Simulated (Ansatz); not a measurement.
# AlH7OSiSn: how energies converge with the basis set

Aim: see how fast density functionals converge with the basis set for AlH7OSiSn.

Program: Ansatz 0.2.0, Gaussian basis. Level of theory: one geometry, several basis sets. These are calculated values, not measurements.

The runs, in order: PBE0-D4/def2-SVP; ωB97M-V/def2-SVP; PBE0-D4/def2-QZVPP; ωB97M-V/def2-QZVPP; the functionals' def2-TZVPP values are taken from earlier runs.

1 further run of the same task is left out (for a known fault of the program). Runs told in other sessions of the task aren't counted.

## Step 1: Structure used throughout

An earlier PBE0-D4 in a triple-zeta def2 set relaxation fixed the geometry. Sn takes the def2 core potential; no spin-orbit term is included.

SMILES `O[SiH2][AlH][SnH3]`, 11 atoms, charge 0, spin multiplicity 1.

Atoms are counted from 1 here; the program's logs count them from 0.

Bond lengths: O1–Si2 1.660 Å, O1–H5 0.959 Å, Si2–Al3 2.466 Å, Si2–H6 1.497 Å, Si2–H7 1.488 Å, Al3–Sn4 2.667 Å, Al3–H8 1.590 Å, Sn4–H9 1.720 Å, Sn4–H10 1.712 Å, Sn4–H11 1.711 Å. Angles: Si2–O1–H5 117.2°, O1–Si2–Al3 110.1°, O1–Si2–H6 111.0°, O1–Si2–H7 105.4°, Al3–Si2–H6 109.9°, Al3–Si2–H7 113.7°, H6–Si2–H7 106.6°, Si2–Al3–Sn4 114.1°, Si2–Al3–H8 125.2°, Sn4–Al3–H8 120.7°, Al3–Sn4–H9 109.9°, Al3–Sn4–H10 113.7°, Al3–Sn4–H11 114.5°, H9–Sn4–H10 105.6°, H9–Sn4–H11 105.8°, H10–Sn4–H11 106.6°.

## Step 2: PBE0-D4 in def2-SVP

File in.yaml:

```yaml
crystal:
  periodic: [false, false, false]
  atoms:
    - {symbol: O, position_ang: [-0.255902, 2.337981, -0.064829]}
    - {symbol: Si, position_ang: [0.827000, 1.634423, 0.978116]}
    - {symbol: Al, position_ang: [1.035826, -0.772817, 0.485222]}
    - {symbol: Sn, position_ang: [-0.924731, -1.745328, -1.038524]}
    - {symbol: H, position_ang: [-1.031561, 1.826990, -0.301992]}
    - {symbol: H, position_ang: [0.405416, 1.829187, 2.401692]}
    - {symbol: H, position_ang: [2.095028, 2.393186, 0.803159]}
    - {symbol: H, position_ang: [2.198578, -1.718573, 1.015048]}
    - {symbol: H, position_ang: [-2.126491, -0.539021, -1.284840]}
    - {symbol: H, position_ang: [-0.412651, -2.213228, -2.603323]}
    - {symbol: H, position_ang: [-1.745213, -3.089802, -0.369029]}
basis:
  gaussian: {orbitals: def2-SVP}
hamiltonian: {xc: pbe0, dispersion: d4}
output: {orbitals: {seedname: orbitals}}
```

The run is started by

```console
$ ansatz run in.yaml --threads 4 --pin off --events-out ev --progress --plain --max-ram 10444MiB
```

Further steps of the session: ωB97M-V in def2-SVP; PBE0-D4 in def2-QZVPP; ωB97M-V in def2-QZVPP.

Q: Predict the results of all the runs planned. Wanted: PBE0-D4: double and triple zeta above quadruple; ωB97M-V: double and triple zeta above quadruple.

The runs gave:

| quantity | value |
| --- | --- |
| PBE0-D4: double and triple zeta above quadruple | 8.77, 0.65 eV |
| ωB97M-V: double and triple zeta above quadruple | 8.90, 0.63 eV |

In words: PBE0-D4 gains 8.13 eV from double to triple zeta, then 0.65 eV more. Total energies overstate the basis error of differences, where much of it tends to cancel.
